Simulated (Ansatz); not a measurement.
# C3H6OSe: up Jacob's ladder to CCSD(T)

How much do the methods differ for C3H6OSe? The plan is to run it at one geometry with functionals of several rungs and with coupled cluster. The yardstick is the atomisation energy at the CCSD(T) limit.

The runs use Ansatz 0.2.0, Gaussian basis; functionals in def2-TZVPP, the program's frozen cores in correlated methods.

Levels to be run: LDA (SPW92), PBE-D4, revPBE-D4, BLYP-D4, r2SCAN-D4, B97M-V, PBE0-D4, B3LYP-D4, r2SCANh-D4, r2SCAN0-D4, HSE06-D4, BHLYP-D4, CAM-B3LYP-D4, LC-ωPBE, ωB97X-V, ωB97M-V, B2PLYP, PBE-QIDH; CCSD(T)/def2-SVP; CCSD(T)/def2-TZVPP; MP2/def2-QZVPP; extrapolation to the limit; RPA on PBE.

**1. The relaxed structure**

An earlier PBE0-D4 in a triple-zeta def2 set relaxation fixed the geometry.

11 atoms, charge 0, spin multiplicity 1.

Atoms are counted from 1 here; the program's logs count them from 0.

Bond lengths: C1–C2 1.496 Å, C1–H6 1.093 Å, C1–H7 1.090 Å, C1–H8 1.095 Å, C2–O3 1.420 Å, C2–Se5 1.990 Å, C2–H9 1.095 Å, O3–C4 1.411 Å, C4–Se5 1.972 Å, C4–H10 1.093 Å, C4–H11 1.090 Å. Angles: C2–C1–H6 110.2°, C2–C1–H7 110.8°, C2–C1–H8 109.5°, H6–C1–H7 109.1°, H6–C1–H8 108.2°, H7–C1–H8 109.0°, C1–C2–O3 112.6°, C1–C2–Se5 117.3°, C1–C2–H9 111.8°, O3–C2–Se5 93.8°, O3–C2–H9 110.8°, Se5–C2–H9 109.2°, C2–O3–C4 102.1°, O3–C4–Se5 94.8°, O3–C4–H10 112.5°, O3–C4–H11 111.8°, Se5–C4–H10 111.8°, Se5–C4–H11 114.2° and more.

**2. LDA**

This LDA is Slater exchange with PW92 correlation.

Contents of in.yaml:

```yaml
crystal:
  periodic: [false, false, false]
  atoms:
    - {symbol: C, position_ang: [-0.907754, 0.913464, -0.975166]}
    - {symbol: C, position_ang: [0.180289, -0.013404, -0.534883]}
    - {symbol: O, position_ang: [-0.278340, -0.995853, 0.381380]}
    - {symbol: C, position_ang: [0.712782, -0.950784, 1.384719]}
    - {symbol: Se, position_ang: [1.544143, 0.709857, 0.720427]}
    - {symbol: H, position_ang: [-0.505792, 1.676552, -1.645748]}
    - {symbol: H, position_ang: [-1.371115, 1.400853, -0.116849]}
    - {symbol: H, position_ang: [-1.671411, 0.347943, -1.518587]}
    - {symbol: H, position_ang: [0.685684, -0.481939, -1.386218]}
    - {symbol: H, position_ang: [1.400122, -1.799347, 1.331097]}
    - {symbol: H, position_ang: [0.276594, -0.864341, 2.380430]}
basis:
  gaussian: {orbitals: def2-TZVPP}
hamiltonian: {xc: lda}
output: {orbitals: {seedname: orbitals}}
```

Further steps of the session: PBE-D4 (GGA); revPBE-D4 (GGA); BLYP-D4 (GGA); r2SCAN-D4 (meta-GGA); B97M-V (meta-GGA); PBE0-D4 (hybrid); B3LYP-D4 (hybrid); r2SCANh-D4 (hybrid); r2SCAN0-D4 (hybrid); HSE06-D4 (hybrid); BHLYP-D4 (hybrid); CAM-B3LYP-D4 (range-separated); LC-ωPBE (range-separated); ωB97X-V (range-separated); ωB97M-V (range-separated); B2PLYP (double hybrid); PBE-QIDH (double hybrid); CCSD(T) in def2-SVP; CCSD(T) in def2-TZVPP; MP2 in def2-QZVPP; RPA on PBE orbitals.

Q: Predict the results of all the runs planned. Wanted: atomisation energy, CCSD(T)/CBS; farthest beyond LDA; mean size of error, GGA; mean size of error, meta-GGA; mean size of error, hybrid; mean size of error, range-separated; mean size of error, double hybrid; gap, smallest and largest; T1 diagnostic.

As calculated:

```
                               quantity                                                                                                                              value
        atomisation energy, CCSD(T)/CBS                                                                                                                      4167.3 kJ/mol
 functionals within 41.7 kJ/mol (1.0 %)  revPBE-D4, BLYP-D4, r2SCAN-D4, B97M-V, PBE0-D4, B3LYP-D4, r2SCANh-D4, HSE06-D4, CAM-B3LYP-D4, LC-ωPBE, ωB97X-V, ωB97M-V, PBE-QIDH
                    farthest beyond LDA                                                                                                           BHLYP-D4 (-160.7 kJ/mol)
                mean size of error, GGA                                                                                                                        46.4 kJ/mol
           mean size of error, meta-GGA                                                                                                                         9.7 kJ/mol
             mean size of error, hybrid                                                                                                                        53.0 kJ/mol
    mean size of error, range-separated                                                                                                                         6.0 kJ/mol
      mean size of error, double hybrid                                                                                                                        36.2 kJ/mol
              gap, smallest and largest                                                                                          3.23 eV (LDA (SPW92)), 10.39 eV (LC-ωPBE)
                          T1 diagnostic                                                                                                                             0.0103
triples share of the correlation energy                                                                                                                              4.0 %
```

**Reading.** LDA overbinds by 689.1 kJ/mol (17 %). PBE-D4 is off by +121.9 kJ/mol. Double hybrids carry the basis error of their MP2 part in triple zeta, and no dispersion term here, so their miss is partly the set-up's. The rungs range-separated, meta-GGA, double hybrid miss on average by less than the doubt on the reference (41.7 kJ/mol), so they tie. The reference freezes the cores and leaves out relativity and excitations past (T), and its outer-core shells are covered unevenly, so misses under about 41.7 kJ/mol can't be ranked. All levels share the lack of spin-orbit coupling, which lowers the free heavy atoms and so the true binding. Hartree-Fock recovers 70 % of the binding; the rest is correlation. CCSD(T) in def2-SVP is off by -226.9 kJ/mol, so the small basis spoils what the method gains. Orbital gaps span 3.2 to 10.4 eV; exact exchange widens them. Correlated methods include outer-core shells of Se, which these sets cover unevenly.
